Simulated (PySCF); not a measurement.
**SrH: from the state search to spectroscopic constants**

Aim: find the lowest electronic state of SrH, scan its bond at several levels of theory, and get bond length, wavenumber and dissociation energy from each curve.

Method: Sr x2c-SVPall, H x2c-SVPall, spin-free X2C with a Gaussian nucleus; program: PySCF 2.14.0.

## Step 1: Set-up

The job is set up so:

- atoms: Sr, H
- charge: 0
- basis: Sr x2c-SVPall, H x2c-SVPall
- Hamiltonian: spin-free X2C with a Gaussian nucleus
- basis functions: 55
- electrons treated: 39
- masses in u: 87.9056, 1.0078
- levels: PBE0, PBE, r²SCAN, revPBE, M06, PBEsol, LC-ωPBE, HF, MP2, SCS-MP2, CCSD, CCSD(T)
- grid: 80 radial by 434 angular points
- occupations: held fixed by the projection of orbital angular momentum
- dissociation limit: Sr + H, each in its ground configuration
- starting distance in angstrom: 2.030
- values of 2S to try: 1, 3

Command:

```
$ OMP_NUM_THREADS=1 python dia.py task.json out
```

The runs that follow: The PBE0 curve of the state that the search chose; Higher solutions at PBE0; PBE; r²SCAN (meta-GGA); revPBE (GGA); M06 (hybrid meta-GGA); PBEsol; LC-ωPBE; UHF (mean field); Correlated methods on the Hartree–Fock reference.

**Question.** What will these runs give? Wanted: for each run, Re; ωe; De; μ.

**Answer**, as computed:

Lowest PBE0 solution found, without spin–orbit coupling: ²Σ⁺ (doublet), unpaired electrons σ ↑. State 2 has its PBE0 minimum 1.50 eV higher. The other levels ran on the lowest alone.

```tsv
level	Re (Å)	ωe (cm⁻¹)	De (eV)	μ (D)
UHF	2.180	1179	1.40	-3.21
UHF-MP2	2.121	1187	1.41	n/a
UHF-SCS-MP2	2.128	1184	1.45	n/a
UHF-CCSD	2.132	1152	1.50	n/a
UHF-CCSD(T)	2.131	1148	1.48	n/a
PBE	2.106	1191	1.83	-3.04
PBEsol	2.098	1197	1.90	-3.02
revPBE	2.112	1183	1.86	-2.98
r²SCAN	2.107	1218	2.08	-3.21
PBE0	2.105	1214	1.81	-3.12
M06	2.133	1204	1.47	-3.23
LC-ωPBE	2.113	1225	1.99	-2.90
```

De is counted to Sr + H in their ground configurations. A positive dipole means Sr(−)H(+).

Differences from CCSD(T) in the same basis:

```tsv
level	Re (mÅ)	ωe (%)
UHF	+49	+2.7
UHF-MP2	-10	+3.4
UHF-SCS-MP2	-3	+3.1
UHF-CCSD	+1	+0.3
PBE	-25	+3.7
PBEsol	-33	+4.2
revPBE	-20	+3.1
r²SCAN	-25	+6.1
PBE0	-26	+5.7
M06	+2	+4.9
LC-ωPBE	-18	+6.7
```

**Reading.** Judged by CCSD(T) in the same basis: best bond length UHF-CCSD (+1 mÅ), worst UHF (+49 mÅ); best wavenumber UHF-CCSD (+0.3 %), worst LC-ωPBE (+6.7 %). CCSD(T) in a basis this small is itself some way from its limit, more so than the functionals. Of the levels with a De here, UHF gives the least (1.40 eV) and r²SCAN the most (2.08 eV).

Correlated steps freeze 9 core orbitals. Spin–orbit coupling is left out.
